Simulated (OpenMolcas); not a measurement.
# Re⁴⁺ among point charges: CASSCF and CASPT2 levels and susceptibility

How does a field of 6 point charges split the states of Re⁴⁺, and what χT follows?

Program: OpenMolcas 26.06. Level of theory: state-averaged CASSCF and CASPT2, spin-orbit coupling by RASSI with atomic mean-field integrals. These are calculated values, not measurements, unless marked.

## (1) What is computed

- Species: Re⁴⁺ (rhenium, Z = 75, 71 electrons)
- Basis: ANO-RCC-VTZP [8s7p5d3f2g1h], 104 functions
- Scalar Hamiltonian: DKH2, point nucleus
- Inactive shells: 1s 2s 2p 3s 3p 3d 4s 4p 4d 4f 5s 5p
- Active space: 3 electrons in 5 orbitals (5d)
- Some configurations of this space: 5d³
- Orbitals: optimised for each spin and parity, averaged over all roots

The outer shells:

5d3
```
5d [↑ ][↑ ][↑ ][  ][  ]
```

The ion sits among 6 point charges of -1.2 e arranged as a trigonal antiprism (D3d), 2.13 Å from the ion, with a polar angle of 61.3° against the regular 54.74°.

The work runs as a chain of OpenMolcas steps in one folder; each step below is one input file. Labels, J, g values, rates, χT and fits are worked out afterwards by a script from the matrices that RASSI stores. The input lists half of the charges; inversion (Group=XYZ) makes the rest.

## (2) GATEWAY and SEWARD: basis and integrals

File a.inp:

```
&GATEWAY
Coord
1

Re 0.0 0.0 0.0
Basis=ANO-RCC-VTZP
Group=XYZ
NoMove
AngMom=0.0 0.0 0.0
AMFI
XField
3 Angstrom 0
0.000000 1.868391 1.022749 -1.200000
1.618074 -0.934195 1.022749 -1.200000
1.618074 0.934195 -1.022749 -1.200000
&SEWARD
```

The run is started by

```bash
> OMP_NUM_THREADS=1 MOLCAS_MEM=1689 MOLCAS_PROJECT=a pymolcas a.inp > a.log
```

## (3) CASSCF: quartets of even parity, 10 roots

File a.inp:

```
&RASSCF
FileOrb=start.orb
Symmetry=1
Spin=4
nActEl=3 0 0
Inactive=15 19
Ras2=5 0
CIRoot=10 10 1
SDav=10
CIMx=300
Iter=120 100
PrWF=0.3
OrbListing=Nothing
MaxOrb=0
>>> COPY $Project.JobIph JOB001
```

start.orb holds the contracted functions of the basis, ordered by shell, or the orbitals of the step before.

## (4) CASSCF: doublets of even parity, 40 roots

File a.inp:

```
&RASSCF
FileOrb=start.orb
Symmetry=1
Spin=2
nActEl=3 0 0
Inactive=15 19
Ras2=5 0
CIRoot=40 40 1
SDav=40
CIMx=300
Iter=120 100
PrWF=0.3
OrbListing=Nothing
MaxOrb=0
>>> COPY $Project.JobIph JOB002
```

## (5) State interaction with spin-orbit coupling

File a.inp:

```
&RASSI
NrOfJobIphs=2 10 40
1 2 3 4 5 6 7 8 9 10
1 2 3 4 5 6 7 8 9 10 11 12 13 14 15 16 17 18 19 20 21 22 23 24 25 26 27
28 29 30 31 32 33 34 35 36 37 38 39 40
IphNames
JOB001
JOB002
EJob
SpinOrbit
DIPRint=1.0
SOCoupling=1000.0
Subsets=2
Property=9
'ANGMOM' 1 'ANGMOM' 2 'ANGMOM' 3 'MLTPL  1' 1 'MLTPL  1' 2 'MLTPL  1' 3
'AMFI' 1 'AMFI' 2 'AMFI' 3
SOProperty=3
'ANGMOM' 1 'ANGMOM' 2 'ANGMOM' 3
```

## (6) CASPT2: IPEA 0.25, imaginary shift 0.1 (closed shells correlated: 5s 5p)

File a.inp:

```
>>> COPY JOB001 $Project.JobIph
&CASPT2
Multistate=10 1 2 3 4 5 6 7 8 9 10
NoMult
Frozen=14 16
IPEA=0.25
Imaginary=0.1
MaxIter=60
WThr=0.0 0.3 0.05
PrWF=0.5
NoMix
>>> COPY JOB002 $Project.JobIph
&CASPT2
Multistate=40 1 2 3 4 5 6 7 8 9 10 11 12 13 14 15 16 17 18 19 20 21 22
23 24 25 26 27 28 29 30 31 32 33 34 35 36 37 38 39 40
NoMult
Frozen=14 16
IPEA=0.25
Imaginary=0.1
MaxIter=60
WThr=0.0 0.3 0.05
PrWF=0.5
NoMix
```

(Steps that only read results are left out.)

Before running it: what results should come out? Wanted: spin-free ground state; first state of the same spin within the active space; lowest level; next level.

As calculated:

| quantity | value |
| --- | --- |
| method | SS-CASPT2, IPEA 0.25, imaginary shift 0.1 (closed shells correlated: 5s 5p) |
| spin-free ground state | 4A2, 1-fold in its orbital part |
| first state of the same spin within the active space | 4A1 at 4470 cm⁻¹ |
| lowest level | 2-fold E3/2, g = 0.00, 0.00, 1.03 |
| next level | 1434.6 cm⁻¹ |
| χT at 300 K | 0.11 cm³ K/mol |
| effective moment at 300 K | 0.92 μB |

Cost by method:

```csv
method,time of its own steps,time with the reference
A. CASSCF,14 s,14 s
"B. SS-CASPT2, IPEA 0.25, imaginary shift 0.1, +5s 5p",17 s,31 s
```

Times are of one thread on a shared host.

In words: The spin-free ground state (4A2) comes to 97 % from free-ion F terms and keeps the highest spin of the shell. χT at 300 K is 0.11, against 1.88 cm³ K/mol for the spin alone, so spin-orbit coupling lowers it. CASPT2 does not keep the components of a term degenerate, and the means are used. The field of point charges can differ much from that of real complexes. Point charges carry no covalency, so the field is a model and not that of real ligands.
